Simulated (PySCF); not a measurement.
# From one method to the next for In

What do other methods print for In?

Method: method and basis as typed in the scripts; program: PySCF 2.14.0.

3 further runs of the same task are left out: 1 for a known fault of the program, 2 that didn't finish.

## Step 1: The atom

In: 1 atom, charge 0, spin multiplicity 2.

## Step 2: The base run

Contents of input.py:

```python
from pyscf import gto, dft

mol = gto.M(
    atom='In 0 0 0',
    basis='def2-svp',
    ecp={'In': 'def2-svp'},
    charge=0,
    spin=1,
    verbose=3,
)
mf = dft.UKS(mol, xc='b3lyp')
mf.kernel()
mf.stability(internal=True, external=True)
mf.dip_moment()
print('orbital energies (hartree):', [e[max(0, n-3):n+3].round(4) for e, n in zip(mf.mo_energy, mol.nelec)])
```

On the command line:

```console
$ OMP_NUM_THREADS=1 python input.py
```

Its log is not repeated here.

It gives: E(SCF) = -190.181678 Eh, ⟨S²⟩ = 0.752, internal stable; real -> complex stable; UHF/UKS -> GHF/GKS unstable.

## Step 3: M06l

Run 1 changes functional: b3lyp → m06l.

Changes to input.py since step 2:

```diff
@@ -10,3 +10,3 @@
 )
-mf = dft.UKS(mol, xc='b3lyp')
+mf = dft.UKS(mol, xc='m06l')
 mf.kernel()
```

On the command line:

```console
$ OMP_NUM_THREADS=1 python input.py
```

Standard output:

```text
WARN: HOMO -0.573734103423239 >= LUMO -0.573734103423241

converged SCF energy = -190.246252675902  <S^2> = 0.75131508  2S+1 = 2.0013147
<class 'pyscf.dft.uks.UKS'> wavefunction is stable in the internal stability analysis

WARN: QR decomposition removed 1 vectors.

<class 'pyscf.dft.uks.UKS'> wavefunction is stable in the real -> complex stability analysis
<class 'pyscf.dft.uks.UKS'> wavefunction has an UHF/UKS -> GHF/GKS instability
Dipole moment(X, Y, Z, Debye): -0.00000,  0.00000,  0.00000
orbital energies (hartree): [array([-0.6994, -0.3079, -0.098 , -0.0831, -0.0831,  0.1499]), array([-0.6985, -0.695 , -0.2916, -0.079 , -0.079 , -0.0697])]
```

Run time: 6.6 s. Hardware: 1 thread of Arm Neoverse V1, shared host.

This run: E(SCF) = -190.246253 Eh, ⟨S²⟩ = 0.751, internal stable; real -> complex stable; UHF/UKS -> GHF/GKS unstable.

## Step 4: SCF alone

Run 2 changes step after the SCF: stability → none.

Changes to input.py since step 2:

```diff
@@ -12,3 +12,2 @@
 mf.kernel()
-mf.stability(internal=True, external=True)
 mf.dip_moment()
```

On the command line:

```console
$ OMP_NUM_THREADS=1 python input.py
```

Standard output:

```text
WARN: HOMO -0.571234877430803 >= LUMO -0.571234877430805

converged SCF energy = -190.181678079442  <S^2> = 0.75157205  2S+1 = 2.0015714
Dipole moment(X, Y, Z, Debye): -0.00000,  0.00000,  0.00000
orbital energies (hartree): [array([-0.745 , -0.3387, -0.1221, -0.0757, -0.0757,  0.1385]), array([-0.7445, -0.7411, -0.3184, -0.0699, -0.0699, -0.0483])]
```

Run time: 1.1 s. Hardware: 1 thread of Arm Neoverse V1, shared host.

Outcome: E(SCF) = -190.181678 Eh (no change), ⟨S²⟩ = 0.752.

## Step 5: Olyp

Run 3 changes functional: b3lyp → olyp.

Changes to input.py since step 2:

```diff
@@ -10,3 +10,3 @@
 )
-mf = dft.UKS(mol, xc='b3lyp')
+mf = dft.UKS(mol, xc='olyp')
 mf.kernel()
```

On the command line:

```console
$ OMP_NUM_THREADS=1 python input.py
```

Standard output:

```text
WARN: HOMO -0.577923499257057 >= LUMO -0.577923499257055

converged SCF energy = -190.334543528573  <S^2> = 0.75239069  2S+1 = 2.0023893
<class 'pyscf.dft.uks.UKS'> wavefunction is stable in the internal stability analysis
<class 'pyscf.dft.uks.UKS'> wavefunction is stable in the real -> complex stability analysis
<class 'pyscf.dft.uks.UKS'> wavefunction has an UHF/UKS -> GHF/GKS instability
Dipole moment(X, Y, Z, Debye):  0.00000, -0.00000, -0.00000
orbital energies (hartree): [array([-0.6756, -0.2958, -0.0925, -0.0821, -0.0821,  0.124 ]), array([-0.6763, -0.6728, -0.2749, -0.0763, -0.0763, -0.0538])]
```

Wall time 2.2 s (1 thread of Arm Neoverse V1, shared host).

Result: E(SCF) = -190.334544 Eh, ⟨S²⟩ = 0.752, internal stable; real -> complex stable; UHF/UKS -> GHF/GKS unstable.

## Step 6: Mn15l

Run 4 changes functional: b3lyp → mn15l.

Changes to input.py since step 2:

```diff
@@ -10,3 +10,3 @@
 )
-mf = dft.UKS(mol, xc='b3lyp')
+mf = dft.UKS(mol, xc='mn15l')
 mf.kernel()
```

On the command line:

```console
$ OMP_NUM_THREADS=1 python input.py
```

Standard output:

```text
WARN: HOMO -0.565927136122426 >= LUMO -0.565927136122428

converged SCF energy = -189.46732587147  <S^2> = 0.75389259  2S+1 = 2.0038888
<class 'pyscf.dft.uks.UKS'> wavefunction is stable in the internal stability analysis

WARN: Not enough eigenvectors (len(x0)=1, nroots=3)

<class 'pyscf.dft.uks.UKS'> wavefunction is stable in the real -> complex stability analysis
<class 'pyscf.dft.uks.UKS'> wavefunction has an UHF/UKS -> GHF/GKS instability
Dipole moment(X, Y, Z, Debye): -0.00000,  0.00000, -0.00000
orbital energies (hartree): [array([-0.7056, -0.3122, -0.0988, -0.0903, -0.0903,  0.136 ]), array([-0.7031, -0.6998, -0.2942, -0.0909, -0.0909, -0.0569])]
```

Run time: 4.3 s. Hardware: 1 thread of Arm Neoverse V1, shared host.

This run: E(SCF) = -189.467326 Eh, ⟨S²⟩ = 0.754, internal stable; real -> complex stable; UHF/UKS -> GHF/GKS unstable.

## Step 7: All runs together

```csv
run,E(SCF) (hartree),from base (eV),after the SCF
base,-190.181678,0,unstable: UHF/UKS -> GHF/GKS
m06l,-190.246253,not comparable,unstable: UHF/UKS -> GHF/GKS
SCF alone,-190.181678,0.0000,n/a
olyp,-190.334544,not comparable,unstable: UHF/UKS -> GHF/GKS
mn15l,-189.467326,not comparable,unstable: UHF/UKS -> GHF/GKS
```

Wall time on 1 thread of Arm Neoverse V1, shared host, start-up included: base 2.3 s; m06l 6.6 s; SCF alone 1.1 s; olyp 2.2 s; mn15l 4.3 s.

A lower total energy from another functional means nothing by itself.
